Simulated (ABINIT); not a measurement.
# OsO (P6/mmm) in ABINIT: single point with LDA

Aim: the single point of OsO with LDA.

Everything below comes from runs of ABINIT 10.8.3 (patched build). Logs are shortened: lines on timing, memory, paths and dates and some standing lists are left out, and cuts for length are marked. The log counts tension as positive stress, the text compression.

## Step 1: The cell of the first run

The structure is hexagonal, space group P6/mmm (No. 191). Conventional cell: a = 3.276 Å, b = 3.276 Å, c = 4.596 Å, α = 90.00°, β = 90.00°, γ = 120.00°. Os (site symmetry 6/mmm) has 2 O at 2.30 Å as nearest neighbours. O (site symmetry 6/mmm) is surrounded by 2 Os at 2.30 Å.

The cell was built by a generator and needn't be a form met in nature.

## Step 2: Single point, LDA, spin-orbit coupling, no magnetisation (cell squeezed)

run.abi reads:

```
# Pseudopotentials
pp_dirpath "./"
pseudos "Os.LDA_PW-JTH.xml, O.LDA_PW-JTH.xml"

# Structure
acell 3*1.0
rprim
     6.1911798808     0.0000000000     0.0000000000
    -3.0955899405     5.3617190503     0.0000000000
     0.0000000000     0.0000000000     8.6853046246
ntypat 2
znucl 76 8
natom 2
typat 1 2
xcart
     0.0000000000     0.0000000000     2.2980326386
     0.0000000000     0.0000000000     0.0000000000 Angstrom
chkprim 0
chksymtnons 0
tolsym 1.0e-6

# Plane-wave basis
ecut 813.620449 eV
pawecutdg 51.9

# k points
kptopt 4
ngkpt 7 7 4
nshiftk 1
shiftk 0.0 0.0 0.0

# Exchange and correlation
ixc 7

# Bands and occupations
nband 22
occopt 3
tsmear 0.05 eV

# Spin
nspinor 2
nspden 1
pawspnorb 1

# SCF cycle
nstep 100
tolvrs 1.0e-9

# Output
iomode 3
prtwf 0
prteig 0
prtebands 0
enunit 2
prtden 1
prtvha 1
prtvclmb 1
prtpot 1
```

Potentials or basis: JTH PAW LDA v2.0.

On the command line:

```console
$ abinit run.abi > log 2>&1
```

run.abo:

```text
.Version 10.8.3 of ABINIT
 Symmetries : space group P6 2 2 (#177); Bravais hP (primitive hexag.)
================================================================================
 Values of the parameters that define the memory need of the present run
     intxc =       0    ionmov =       0      iscf =      17    lmnmax =      18
     lnmax =       6     mgfft =      45  mpssoang =       3    mqgrid =    3001
     natom =       2  nloc_mem =       2    nspden =       1   nspinor =       2
    nsppol =       1      nsym =      12    n1xccc =       1    ntypat =       2
    occopt =       3   xclevel =       1
       mpw =        2276          nfft =       46080          nkpt =          25
 PAW method is used; the additional fine FFT grid is defined by:
   mgfftf=        60    nfftf =    121500
================================================================================
================================================================================

--------------------------------------------------------------------------------
------------- Echo of variables that govern the present computation ------------
--------------------------------------------------------------------------------
 -outvars: echo values of preprocessed input variables --------
            acell      1.0000000000E+00  1.0000000000E+00  1.0000000000E+00 Bohr
              amu      1.90200000E+02  1.59994000E+01
          chkprim           0
      chksymtnons           0
             ecut      2.99000000E+01 Hartree
           enunit           2
              ixc           7
           kptopt           4
         kptrlatt        7    0    0      0    7    0      0    0    4
          kptrlen      3.47412185E+01
            natom           2
            nband          22
            ngfft          32      32      45
          ngfftdg          45      45      60
             nkpt          25
          nspinor           2
            nstep         100
             nsym          12
           ntypat           2
           occopt           3
        pawcpxocc           2
        pawecutdg      5.19000000E+01 Hartree
        pawspnorb           1
        prtebands           0
           prteig           0
           prtpot           1
         prtvclmb           1
           prtvha           1
            prtwf           0
            rprim      6.1911798808E+00  0.0000000000E+00  0.0000000000E+00
                      -3.0955899405E+00  5.3617190503E+00  0.0000000000E+00
                       0.0000000000E+00  0.0000000000E+00  8.6853046246E+00
          spgroup         177
           tolsym      1.00000000E-06
           tolvrs      1.00000000E-09
           tsmear      1.83746611E-03 Hartree
            typat      1  2
           useylm           1
           xangst      0.0000000000E+00  0.0000000000E+00  2.2980326386E+00
                       0.0000000000E+00  0.0000000000E+00  1.6146339095E-09
            xcart      0.0000000000E+00  0.0000000000E+00  4.3426523154E+00
                       0.0000000000E+00  0.0000000000E+00  3.0512158826E-09
             xred      0.0000000000E+00  0.0000000000E+00  5.0000000035E-01
                       0.0000000000E+00  0.0000000000E+00  3.5130787168E-10
            znucl       76.00000    8.00000

================================================================================

 chkinp: Checking input parameters for consistency.

================================================================================
== DATASET  1 ==================================================================

--- !DatasetInfo
iteration_state: {dtset: 1, }
dimensions: {natom: 2, nkpt: 25, mband: 22, nsppol: 1, nspinor: 2, nspden: 1, mpw: 2276, }
cutoff_energies: {ecut:  29.9, pawecutdg:  51.9, }
electrons: {nelect:   1.40000000E+01, charge:   0.00000000E+00, occopt:   3.00000000E+00, tsmear:   1.83746611E-03, }
meta: {optdriver: 0, ionmov: 0, optcell: 0, iscf: 17, paral_kgb: 0, }
...

 Exchange-correlation functional for the present dataset will be:
  LDA: Perdew-Wang 92 LSD fit to Ceperley-Alder data - ixc=7
  J.P.Perdew and Y.Wang, PRB 45, 13244 (1992)

 Real(R)+Recip(G) space primitive vectors, cartesian coordinates (Bohr,Bohr^-1):
 R(1)=  6.1911799  0.0000000  0.0000000  G(1)=  0.1615201  0.0932537  0.0000000
 R(2)= -3.0955899  5.3617191  0.0000000  G(2)=  0.0000000  0.1865073  0.0000000
 R(3)=  0.0000000  0.0000000  8.6853046  G(3)=  0.0000000  0.0000000  0.1151370
 Unit cell volume ucvol=  2.8831188E+02 bohr^3
 Angles (23,13,12)=  9.00000000E+01  9.00000000E+01  1.20000000E+02 degrees

 Coarse grid specifications (used for wave-functions):

 getcut: wavevector=  0.0000  0.0000  0.0000  ngfft=  32  32  45
[... 63 lines left out ...]
comment   : Summary of ground state results
lattice_vectors:
- [  6.1911799,   0.0000000,   0.0000000, ]
- [ -3.0955899,   5.3617191,   0.0000000, ]
- [  0.0000000,   0.0000000,   8.6853046, ]
lattice_lengths: [   6.19118,    6.19118,    8.68530, ]
lattice_angles: [ 90.000,  90.000, 120.000, ] # degrees, (23, 13, 12)
lattice_volume:   2.8831188E+02
convergence: {deltae:  1.293E-12, res2:  1.352E-10, residm:  1.247E-07, diffor: null, }
etotal    :  -3.18256725E+01
entropy   :   0.00000000E+00
fermie    :   1.43471734E-02
cartesian_stress_tensor: # hartree/bohr^3
- [  8.83885669E-04,   1.29680636E-13,   0.00000000E+00, ]
- [  1.29680636E-13,   8.83885684E-04,   0.00000000E+00, ]
- [  0.00000000E+00,   0.00000000E+00,   2.91028389E-03, ]
pressure_GPa:  -4.5878E+01
xred      :
- [  0.0000E+00,   0.0000E+00,   5.0000E-01, Os]
- [  0.0000E+00,   0.0000E+00,   3.5131E-10,  O]
cartesian_forces: # hartree/bohr
- [ -0.00000000E+00,  -0.00000000E+00,  -0.00000000E+00, ]
- [ -0.00000000E+00,  -0.00000000E+00,  -0.00000000E+00, ]
force_length_stats: {min:   0.00000000E+00, max:   0.00000000E+00, mean:   0.00000000E+00, }
...

 Integrated electronic density in atomic spheres:
 ------------------------------------------------
 Atom  Sphere_radius  Integrated_density
    1        2.51433          5.71461174
    2        1.41465          4.28064732

================================================================================

 ----iterations are completed or convergence reached----

 Mean square residual over all n,k,spin=   25.353E-11; max=  12.467E-08
 reduced coordinates (array xred) for    2 atoms
       0.000000000000      0.000000000000      0.500000000351
       0.000000000000      0.000000000000      0.000000000351
 rms dE/dt=  0.0000E+00; max dE/dt=  0.0000E+00; dE/dt below (all hartree)
    1       0.000000000000      0.000000000000      0.000000000000
    2       0.000000000000      0.000000000000      0.000000000000

 cartesian coordinates (angstrom) at end:
    1      0.00000000000000     0.00000000000000     2.29803263860000
    2      0.00000000000000     0.00000000000000     0.00000000161463

 cartesian forces (hartree/bohr) at end:
    1     -0.00000000000000    -0.00000000000000    -0.00000000000000
    2     -0.00000000000000    -0.00000000000000    -0.00000000000000
 frms,max,avg= 0.0000000E+00 0.0000000E+00   0.000E+00  0.000E+00  0.000E+00 h/b

 cartesian forces (eV/Angstrom) at end:
    1     -0.00000000000000    -0.00000000000000    -0.00000000000000
    2     -0.00000000000000    -0.00000000000000    -0.00000000000000
 frms,max,avg= 0.0000000E+00 0.0000000E+00   0.000E+00  0.000E+00  0.000E+00 e/A
 length scales=  1.000000000000  1.000000000000  1.000000000000 bohr
              =  0.529177210544  0.529177210544  0.529177210544 angstroms
 Fermi (or HOMO) energy (hartree) =   0.01435   Average Vxc (hartree)=  -0.35849
 Eigenvalues (hartree) for nkpt=  25  k points:
 kpt#   1, nband= 22, wtk=  0.00510, kpt=  0.0000  0.0000  0.0000 (reduced coord)
  -0.59608   -0.59608   -0.14430   -0.14430   -0.10453   -0.10453   -0.04697   -0.04697
  -0.01745   -0.01745   -0.01613   -0.01613   -0.01174   -0.01174   -0.01092   -0.01092
   0.01984    0.01984    0.03650    0.03650    0.28575    0.28575
      occupation numbers for kpt#   1
   1.00000    1.00000    1.00000    1.00000    1.00000    1.00000    1.00000    1.00000
   1.00000    1.00000    1.00000    1.00000    1.00000    1.00000    1.00000    1.00000
   0.04782    0.04782    0.00001    0.00001    0.00000    0.00000
 prteigrs : prtvol=0 or 1, do not print more k-points.

 Fermi (or HOMO) energy (eV) =   0.39041   Average Vxc (eV)=  -9.75513
 Eigenvalues (   eV  ) for nkpt=  25  k points:
 kpt#   1, nband= 22, wtk=  0.00510, kpt=  0.0000  0.0000  0.0000 (reduced coord)
 -16.22005  -16.22005   -3.92658   -3.92658   -2.84432   -2.84432   -1.27823   -1.27823
  -0.47483   -0.47483   -0.43879   -0.43879   -0.31936   -0.31936   -0.29713   -0.29713
   0.53997    0.53997    0.99332    0.99332    7.77555    7.77555
 prteigrs : prtvol=0 or 1, do not print more k-points.

--- !EnergyTerms
iteration_state     : {dtset: 1, }
comment             : Components of total free energy in Hartree
kinetic             :  1.32659243473620E+01
hartree             :  6.71799456824933E+00
xc                  : -6.61160462248028E+00
Ewald energy        : -2.63167967241416E+01
psp_core            :  1.74982554027470E+00
local_psp           : -2.34803593446066E+01
PAW spherical_terms :  2.85056268688321E+00
internal            : -3.18244535484592E+01
'-kT*entropy'       : -1.22068494436887E-03
total_energy        : -3.18256742334036E+01
total_energy_eV     : -8.66020714103910E+02
...

--- !EnergyTermsDC
iteration_state     : {dtset: 1, }
comment             : '"Double-counting" decomposition of free energy'
band_energy         : -1.94943574191156E+00
Ewald energy        : -2.63167967241416E+01
psp_core            :  1.74982554027470E+00
xc_dc               : -6.83062512974685E+00
PAW spherical_terms :  1.52258022545910E+00
internal            : -3.18244518300662E+01
'-kT*entropy'       : -1.22068494436887E-03
total_energy_dc     : -3.18256725150106E+01
total_energy_dc_eV  : -8.66020667344054E+02
...

--- !EnergyTermsWithPAWCore
iteration_state     : {dtset: 1, }
comment             : 'Components of total free energy, including PAW core contributions'
Total energy        : -1.73190565164094E+04
Total energy DC     : -1.73190565146910E+04
Total energy (eV)   : -4.71275536283990E+05
Total energy DC (eV): -4.71275536237230E+05
...

 Cartesian components of stress tensor (hartree/bohr^3)
  sigma(1 1)=  8.83885669E-04  sigma(3 2)=  0.00000000E+00
  sigma(2 2)=  8.83885684E-04  sigma(3 1)=  0.00000000E+00
  sigma(3 3)=  2.91028389E-03  sigma(2 1)=  1.29680636E-13

-Cartesian components of stress tensor (GPa)         [Pressure= -4.5878E+01 GPa]
- sigma(1 1)=  2.60048142E+01  sigma(3 2)=  0.00000000E+00
- sigma(2 2)=  2.60048146E+01  sigma(3 1)=  0.00000000E+00
- sigma(3 3)=  8.56235083E+01  sigma(2 1)=  3.81533603E-09

== END DATASET(S) ==============================================================
================================================================================

 -outvars: echo values of variables after computation  --------
            acell      1.0000000000E+00  1.0000000000E+00  1.0000000000E+00 Bohr
           etotal     -3.1825672515E+01
            fcart     -0.0000000000E+00 -0.0000000000E+00 -0.0000000000E+00
                      -0.0000000000E+00 -0.0000000000E+00 -0.0000000000E+00
            rprim      6.1911798808E+00  0.0000000000E+00  0.0000000000E+00
                      -3.0955899405E+00  5.3617190503E+00  0.0000000000E+00
                       0.0000000000E+00  0.0000000000E+00  8.6853046246E+00
           strten      8.8388566882E-04  8.8388568405E-04  2.9102838950E-03
                       0.0000000000E+00  0.0000000000E+00  1.2968063596E-13
           xangst      0.0000000000E+00  0.0000000000E+00  2.2980326386E+00
                       0.0000000000E+00  0.0000000000E+00  1.6146339095E-09
             xred      0.0000000000E+00  0.0000000000E+00  5.0000000035E-01
                       0.0000000000E+00  0.0000000000E+00  3.5130787168E-10
 Calculation completed.
```

Run time: 1.7 min. Hardware: 1 thread of Arm Neoverse V1, shared host; peak memory 0.15 GiB.

What came out:

| Quantity | Value |
| --- | --- |
| Free energy | -866.0207 eV |
| Pressure | -45.9 GPa |
| Band gap on the k mesh | none (metal or under the smearing width) |
| Valence electrons inside the program's atomic spheres | Os 5.71; O 4.28 |

Stress tensor (GPa, compression positive):
```
-26.00   0.00   0.00
  0.00 -26.00   0.00
  0.00   0.00 -85.62
```
